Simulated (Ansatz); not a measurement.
# C2H6Cl2Si: one species, many methods

One table from this session's results is given with a row withheld; the runs are named, their logs left out.

The runs use Ansatz 0.2.0, Gaussian basis; functionals in def2-TZVPP, the program's frozen cores in correlated methods.

The runs, in order: LDA (SPW92), PBE-D4, revPBE-D4, BLYP-D4, r2SCAN-D4, B97M-V, PBE0-D4, B3LYP-D4, r2SCANh-D4, r2SCAN0-D4, HSE06-D4, BHLYP-D4, CAM-B3LYP-D4, LC-ωPBE, ωB97X-V, ωB97M-V, B2PLYP, PBE-QIDH; CCSD(T)/def2-SVP; CCSD(T)/def2-TZVPP; MP2/def2-QZVPP; extrapolation to the limit; RPA on PBE.

## The geometry

The geometry comes from an earlier relaxation with PBE0-D4 in a triple-zeta def2 set; it is a stationary point, not always the lowest conformer.

SMILES `CC[SiH](Cl)Cl`, 11 atoms, charge 0, spin multiplicity 1.

Atoms are counted from 1 here; the program's logs count them from 0.

Bond lengths: C1–C2 1.526 Å, C1–H6 1.092 Å, C1–H7 1.092 Å, C1–H8 1.093 Å, C2–Si3 1.855 Å, C2–H9 1.095 Å, C2–H10 1.096 Å, Si3–Cl4 2.049 Å, Si3–Cl5 2.051 Å, Si3–H11 1.479 Å. Angles: C2–C1–H6 111.3°, C2–C1–H7 111.0°, C2–C1–H8 111.6°, H6–C1–H7 107.7°, H6–C1–H8 107.6°, H7–C1–H8 107.4°, C1–C2–Si3 113.5°, C1–C2–H9 111.1°, C1–C2–H10 111.0°, Si3–C2–H9 107.8°, Si3–C2–H10 106.8°, H9–C2–H10 106.3°, C2–Si3–Cl4 109.9°, C2–Si3–Cl5 109.9°, C2–Si3–H11 113.3°, Cl4–Si3–Cl5 108.8°, Cl4–Si3–H11 107.7°, Cl5–Si3–H11 107.1°.

The first run:

File in.yaml:

```yaml
crystal:
  periodic: [false, false, false]
  atoms:
    - {symbol: C, position_ang: [0.701810, 1.139972, 0.595628]}
    - {symbol: C, position_ang: [-0.532603, 0.466208, 0.002302]}
    - {symbol: Si, position_ang: [-0.273472, -1.324511, -0.406061]}
    - {symbol: Cl, position_ang: [-1.996572, -2.120563, -1.178515]}
    - {symbol: Cl, position_ang: [1.224235, -1.514012, -1.794548]}
    - {symbol: H, position_ang: [1.539333, 1.121644, -0.104859]}
    - {symbol: H, position_ang: [0.497346, 2.184156, 0.841882]}
    - {symbol: H, position_ang: [1.028492, 0.644622, 1.513610]}
    - {symbol: H, position_ang: [-0.858114, 0.973565, -0.911638]}
    - {symbol: H, position_ang: [-1.378250, 0.513074, 0.698046]}
    - {symbol: H, position_ang: [0.113196, -2.141255, 0.764651]}
basis:
  gaussian: {orbitals: def2-TZVPP}
hamiltonian: {xc: lda}
output: {orbitals: {seedname: orbitals}}
```

Run with:

```
$ ansatz run in.yaml --threads 2 --pin off --events-out ev --progress --plain --max-ram 32768MiB --backend cpu
```

Among the steps run: LDA; PBE-D4 (GGA); revPBE-D4 (GGA); BLYP-D4 (GGA); r2SCAN-D4 (meta-GGA); B97M-V (meta-GGA); PBE0-D4 (hybrid); B3LYP-D4 (hybrid); r2SCANh-D4 (hybrid); r2SCAN0-D4 (hybrid); HSE06-D4 (hybrid); BHLYP-D4 (hybrid); CAM-B3LYP-D4 (range-separated); LC-ωPBE (range-separated); ωB97X-V (range-separated); ωB97M-V (range-separated); B2PLYP (double hybrid); PBE-QIDH (double hybrid).

One table of the session follows, with a row left open; its other results are not shown here.

It belongs to the step «Frontier levels by functional». 

```
  functional  HOMO (eV)  LUMO (eV)  gap (eV)
 LDA (SPW92)      -7.34      -0.73      6.61
      PBE-D4      -7.25      -0.46      6.79
   revPBE-D4      -7.21      -0.35      6.86
     BLYP-D4          ?          ?         ?
   r2SCAN-D4      -7.57      -0.06      7.51
      B97M-V      -7.67      -0.14      7.53
     PBE0-D4      -8.57       0.47      9.04
    B3LYP-D4      -8.36       0.24      8.60
  r2SCANh-D4      -8.05       0.26      8.31
  r2SCAN0-D4      -8.78       0.72      9.50
    HSE06-D4      -8.17       0.09      8.26
    BHLYP-D4      -9.82       1.38     11.19
CAM-B3LYP-D4      -9.95       1.49     11.44
     LC-ωPBE     -11.30       2.70     14.00
     ωB97X-V     -10.95       2.55     13.50
     ωB97M-V     -10.78       2.24     13.02
```

**Question.** Estimate the row for BLYP-D4.

Worked estimate for «HOMO (eV)». Against the share of exact exchange, B3LYP-D4 (0.2, -8.36), BHLYP-D4 (0.5, -9.82) give a slope of -4.87 per unit share; at 0 the line stands at -7.39.

As computed: HOMO (eV): -7.14; LUMO (eV): -0.32; gap (eV): 6.82. In «HOMO (eV)» the line misses by -0.25.
